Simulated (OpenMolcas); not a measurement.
**Re⁵⁺ with 6 ligands (chloride): CASSCF and CASPT2 levels and susceptibility**

Which state of Re⁵⁺ lies lowest among these ligands, how large is the field, and what χT follows?

Program: OpenMolcas 26.06. Level of theory: state-averaged CASSCF and CASPT2, spin-orbit coupling by RASSI with atomic mean-field integrals. These are calculated values, not measurements, unless marked.

## Step 1: The atom as given

- Species: Re⁵⁺ (rhenium, Z = 75, 70 electrons)
- Basis: ANO-RCC-VDZP [7s6p4d2f1g], 176 functions with the ligands
- Scalar Hamiltonian: DKH2, point nucleus
- Inactive shells: 1s 2s 2p 3s 3p 3d 4s 4p 4d 4f 5s 5p of the metal, and all ligand shells
- Active space: 2 electrons in 5 orbitals (5d)
- Some configurations of this space: 5d2
- Orbitals: optimised for each spin and parity, averaged over all roots

Outer shells as boxes (Hund's rule):

5d2
```
5d [↑ ][↑ ][  ][  ][  ]
```

Re⁵⁺ is taken with 6 ligands (chloride) in octahedron coordination (Oh) at 2.26 Å. A charge of +0.167 e stands 2.4 Å behind each ligand. Ligand basis ANO-RCC-VDZP. The distances are assumed, not relaxed.

```xyz
7

Re    0.0000    0.0000    0.0000
Cl    2.2600    0.0000    0.0000
Cl    0.0000    2.2600    0.0000
Cl   -2.2600    0.0000    0.0000
Cl    0.0000   -2.2600    0.0000
Cl    0.0000    0.0000    2.2600
Cl    0.0000    0.0000   -2.2600
```

Each step is its own input file, run in one work folder so that later steps find the files of earlier ones. Labels, J, g values, rates, χT and fits are worked out afterwards by a script from the matrices that RASSI stores. The input lists half of the charges; inversion (Group=XYZ) makes the rest.

## Step 2: One- and two-electron integrals

a.inp reads:

```
&GATEWAY
Coord
7

Re 0.0 0.0 0.0
Cl 2.260000 0.000000 0.000000
Cl 0.000000 2.260000 0.000000
Cl -2.260000 0.000000 0.000000
Cl 0.000000 -2.260000 0.000000
Cl 0.000000 0.000000 2.260000
Cl 0.000000 0.000000 -2.260000
Basis=Re.ANO-RCC-VDZP,Cl.ANO-RCC-VDZP
Group=XYZ
NoMove
AngMom=0.0 0.0 0.0
AMFI
RICD
XField
3 Angstrom 0
4.660000 0.000000 0.000000 0.166667
0.000000 4.660000 0.000000 0.166667
0.000000 0.000000 4.660000 0.166667
&SEWARD
```

On the command line:

```console
OMP_NUM_THREADS=1 MOLCAS_MEM=2457 MOLCAS_PROJECT=a pymolcas a.inp > a.log
```

## Step 3: Reference wave functions, triplets of even parity, 10 roots

a.inp reads:

```
&RASSCF
FileOrb=start.orb
Symmetry=1
Spin=3
nActEl=2 0 0
Inactive=42 46
Ras2=5 0
CIRoot=10 10 1
SDav=10
CIMx=300
Iter=150 100
PrWF=0.3
OrbListing=Nothing
MaxOrb=0
LevShft=1.0
>>> COPY $Project.JobIph JOB001
```

start.orb holds start orbitals that the driver prepared beforehand, or those of the step before.

## Step 4: Reference wave functions, singlets of even parity, 15 roots

a.inp reads:

```
&RASSCF
FileOrb=start.orb
Symmetry=1
Spin=1
nActEl=2 0 0
Inactive=42 46
Ras2=5 0
CIRoot=15 15 1
SDav=15
CIMx=300
Iter=150 100
PrWF=0.3
OrbListing=Nothing
MaxOrb=0
LevShft=1.0
>>> COPY $Project.JobIph JOB002
```

## Step 5: RASSI: spin-orbit coupling between the states

a.inp reads:

```
&RASSI
NrOfJobIphs=2 10 15
1 2 3 4 5 6 7 8 9 10
1 2 3 4 5 6 7 8 9 10 11 12 13 14 15
IphNames
JOB001
JOB002
EJob
SpinOrbit
DIPRint=1.0
SOCoupling=1000.0
Subsets=2
Property=9
'ANGMOM' 1 'ANGMOM' 2 'ANGMOM' 3 'MLTPL  1' 1 'MLTPL  1' 2 'MLTPL  1' 3
'AMFI' 1 'AMFI' 2 'AMFI' 3
SOProperty=3
'ANGMOM' 1 'ANGMOM' 2 'ANGMOM' 3
```

## Step 6: CASPT2: IPEA 0.25, imaginary shift 0.1 (closed shells correlated: 5s 5p of the metal, with ligand shells; the Frozen line counts the rest)

a.inp reads:

```
>>> COPY JOB001 $Project.JobIph
&CASPT2
Multistate=10 1 2 3 4 5 6 7 8 9 10
NoMult
Frozen=29 31
IPEA=0.25
Imaginary=0.1
MaxIter=60
WThr=0.0 0.3 0.05
PrWF=0.5
NoMix
>>> COPY JOB002 $Project.JobIph
&CASPT2
Multistate=15 1 2 3 4 5 6 7 8 9 10 11 12 13 14 15
NoMult
Frozen=29 31
IPEA=0.25
Imaginary=0.1
MaxIter=60
WThr=0.0 0.3 0.05
PrWF=0.5
NoMix
```

(Steps that only read results are left out.)

Before running it: what results should come out? Wanted: spin-free ground state; first state of the same spin within the active space; lowest level; next level.

**Answer**, as computed:

| quantity | value |
| --- | --- |
| method | SS-CASPT2, IPEA 0.25, imaginary shift 0.1 (closed shells correlated: 5s 5p of the metal, with ligand shells; the Frozen line counts the rest) |
| spin-free ground state | 3T1, 3-fold in its orbital part |
| first state of the same spin within the active space | 3T2 at 32700 cm⁻¹ |
| lowest level | 2-fold E, g = 0.00, 0.00, 0.00 |
| next level | 156.5 cm⁻¹ |
| χT at 300 K | 0.16 cm³ K/mol |
| effective moment at 300 K | 1.12 μB |

Cost by method:

```csv
method,time of its own steps,time with the reference
A. CASSCF,46 s,46 s
"B. SS-CASPT2, IPEA 0.25, imaginary shift 0.1, +5s 5p",1.8 min,2.6 min
```

Times are of one thread on a shared host.

In words: The spin-free ground state (3T1) is 3-fold and keeps the highest spin of the shell. χT at 300 K is 0.16, against 1.00 cm³ K/mol for the spin alone, so spin-orbit coupling lowers it. CASPT2 does not keep the components of a term degenerate, and the means are used. The bonds are covalent and no ligand orbital is active, so the numbers are rough.
